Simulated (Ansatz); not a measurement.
# The copper atom: how energies converge with the basis set

One table from this session's results is given with a row withheld; the runs are named, their logs left out.

Computed with Ansatz 0.2.0, Gaussian basis. Level: one geometry, several basis sets.

The runs, in order: PBE0/def2-SVP; ωB97M-V/def2-SVP; PBE0/def2-QZVPP; ωB97M-V/def2-QZVPP; the functionals' def2-TZVPP values are taken from earlier runs.

## The atom

SMILES `[Cu]`, 1 atom, charge 0, spin multiplicity 2.

The first run:

File in.yaml:

```yaml
crystal:
  periodic: [false, false, false]
  atoms:
    - {symbol: Cu, position_ang: [0.000000, 0.000000, 0.000000]}
basis:
  gaussian: {orbitals: def2-SVP}
magnetization: {spin_polarized: true, initial_magnetization: 1}
hamiltonian: {xc: pbe0}
output: {orbitals: {seedname: orbitals}}
```

Among the steps run: PBE0 in def2-SVP; ωB97M-V in def2-SVP; PBE0 in def2-QZVPP; ωB97M-V in def2-QZVPP.

One of the session's tables, all rows but one given; the rest of the session is left out.

It belongs to the step «Density functionals: the series». 

```
functional       basis  HOMO (eV)  LUMO (eV)
      PBE0    def2-SVP          ?          ?
      PBE0  def2-TZVPP      -5.39      -2.67
      PBE0  def2-QZVPP      -5.37      -2.67
   ωB97M-V    def2-SVP      -6.57       0.09
   ωB97M-V  def2-TZVPP      -7.19      -1.33
   ωB97M-V  def2-QZVPP      -7.16      -1.39
```

Estimate the missing values for PBE0, def2-SVP.

**Answer.** HOMO (eV): -4.87; LUMO (eV): -1.99. In the column «HOMO (eV)» it is the highest.
